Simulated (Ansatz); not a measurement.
# Sn: a trigonal deformation path

One table from this session's results is given with a row withheld; the runs are named, their logs left out.

Computed with Ansatz 0.2.0 (DFT PBEsol, scalar-relativistic, plane waves, PAW, unless a step's input says otherwise).

## Starting point

The structure is cubic, space group Im-3m (No. 229). The conventional cell has a = 3.789 Å, b = 3.789 Å, c = 3.789 Å, α = 90.00°, β = 90.00°, γ = 90.00°. Sn (site symmetry m-3m) has 8 Sn at 3.28 Å as nearest neighbours.

As a file:

```
CELL_PARAMETERS angstrom
-1.89465 1.89465 1.89465
1.89465 -1.89465 1.89465
1.89465 1.89465 -1.89465
ATOMIC_POSITIONS crystal
Sn 0.00000 0.00000 0.00000
```

It goes back to an entry of the Materials Project, which need not be the stable form.

No relaxation comes first: the listed cell is the starting point.

## Zero of energy

The reference gives a free energy of -5949.7473 eV, pressure -2.16 GPa, largest force 0.000 eV/Å and gap on the mesh none (metal). It was computed beforehand with the settings of the runs below.

The first run:

At fixed volume and fractional coordinates, lengths along (0.577, 0.577, 0.577) are scaled against those across it; ρ is that ratio over its starting value.

Input file input.yaml:

```yaml
crystal:
  lattice:
    - [-2.7849636608, 1.9892597577, 1.9892597577]
    - [1.9892597577, -2.7849636608, 1.9892597577]
    - [1.9892597577, 1.9892597577, -2.7849636608]
  atoms:
    - { symbol: Sn, position: [0.0, 0.0, 0.0] }
basis:
  ecutwfc: 420
kpoints:
  mp_grid: { grid: [20, 20, 20] }
hamiltonian:
  xc: pbesol
scf:
  occupations: { method: gaussian, width: 0.15 }
output:
  forces: true
  stress: true
  eigenvalues: true
```

Run with:

```sh
$ ansatz run input.yaml --threads 1 --pin off --max-ram 2560MiB --backend cpu --events-out ev --progress --plain --runs-dir out
```

Among the steps run: ρ = 0.500; ρ = 2.000; ρ = 0.710; At ρ = 1.410; Point ρ = 0.600; At ρ = 0.850; At ρ = 1.200; Point ρ = 1.700; At ρ = 0.930; Point ρ = 1.080.

One of the session's tables, all rows but one given; the rest of the session is left out.

```
    ρ  ΔE (meV/atom)  pressure (GPa)
0.500         4306.7            62.3
0.600         1700.4            25.8
0.710          528.2             7.9
0.850           77.8            -0.3
0.930           11.1            -1.7
1.000            0.0            -2.2
1.080            9.8            -1.8
1.200              ?               ?
1.410           73.0             0.4
1.700           28.7             1.1
2.000            9.4             1.4
```

Estimate the missing values for ρ = 1.200.

Worked estimate for «ΔE (meV/atom)». A straight line through the neighbours (1.080, 9.8) and (1.410, 73.0) gives 9.8 + (73.0 − 9.8) × (1.200 − 1.080) / (1.410 − 1.080) = 32.8; a parabola fitted to 4 rows on both sides gives 49.1.

**Answer.** ΔE (meV/atom): 38.8; pressure (GPa): -0.9. In «ΔE (meV/atom)» the line misses by -6.0 and the parabola by +10.3.
